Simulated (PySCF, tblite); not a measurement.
# C5H10Si: geometry, infrared bands and NMR shifts

What infrared bands and NMR shifts should C5H10Si (`C1CC1[SiH]1CC1`) show?

The runs use tblite 0.8.0 and PySCF 2.14.0, with density-fitted response routines of our own; the level of theory stands in each step. All values are computed, except where a source is named. Atoms are numbered from 0 throughout.

## Step 1: The starting structure

16 atoms, charge 0, multiplicity 1; geometry from: force field or distance geometry start.

Bonds of the start (Å): C0–C1 1.51, C1–C2 1.50, C2–Si3 1.87, Si3–C4 1.88, C4–C5 1.52, C2–C0 1.50, C5–Si3 1.87, C0–H6 1.10, C0–H7 1.10, C1–H8 1.10, C1–H9 1.11, C2–H10 1.12, Si3–H11 1.45, C4–H12 1.10, C4–H13 1.11, C5–H14 1.13, C5–H15 1.10.

## Step 2: Relaxing the molecule with GFN2-xTB

The job: settings as JSON, then the geometry in Å.

```
{"job": {"kind": "relax", "xc": "GFN2-xTB", "basis": "xTB"}, "charge": 0, "multiplicity": 1}
C      2.150300    -0.794900     0.107200
C      1.944200     0.700300     0.222800
C      0.835500    -0.241000     0.585400
Si    -0.625400    -0.447000    -0.556000
C     -2.279900    -0.270900     0.328300
C     -1.948500     0.868500    -0.626900
H      2.137700    -1.198900    -0.916100
H      2.727300    -1.344300     0.867900
H      1.916600     1.287900    -0.711500
H      2.413000     1.205800     1.088400
H      0.605200    -0.283800     1.677500
H     -0.537500    -1.273200    -1.747800
H     -3.002400    -1.045700     0.025800
H     -2.247900     0.049800     1.390300
H     -1.584300     1.843100    -0.183800
H     -2.511400     0.953000    -1.562700
```

Command:

```bash
$ OMP_NUM_THREADS=1 python probes_run.py task.json out
```

One launch serves the whole session: the jobs run in the order shown.

**Question.** This job is followed by: GFN2-xTB harmonic vibrations, gas phase; GIAO PBE0/pcSseg-1 NMR shielding, non-relativistic, gas phase. What will the session give for the following? strongest single infrared mode (GFN2-xTB); zero-point energy (GFN2-xTB); ¹³C shifts against TMS (PBE0/pcSseg-1, means over atoms taken as alike); ¹H shifts against TMS (PBE0/pcSseg-1, means over atoms taken as alike); ²⁹Si shifts against TMS (PBE0/pcSseg-1).

As calculated:

| quantity | value |
| --- | --- |
| strongest single infrared mode (GFN2-xTB) | 2307 cm⁻¹, 302 km/mol |
| zero-point energy (GFN2-xTB) | 83.1 kcal/mol |
| ¹³C shifts against TMS (PBE0/pcSseg-1, means over atoms taken as alike) | 3.6, -4.7, -7.1 ppm |
| ¹H shifts against TMS (PBE0/pcSseg-1, means over atoms taken as alike) | 2.58, 0.74, 0.58, 0.43, 0.21, -0.80 ppm |
| ²⁹Si shifts against TMS (PBE0/pcSseg-1) | -112.3 ppm |

In words: The optimisation took 115 steps and gained 0.444 eV; among the close pairs (by a distance rule), C5–H14 changed most, from 1.131 to 1.081 Å. All 42 modes are real, so the xTB geometry is a minimum. The strongest single mode, at 2307 cm⁻¹, moves mainly H11. GFN2-xTB is a fitted tight-binding method: band positions and strengths are rough. Its intensities can rank the bands wrongly. At PBE0/pcSseg-1: Shielding is most anisotropic at Si3 (span 364 ppm, paramagnetic term -421 ppm).
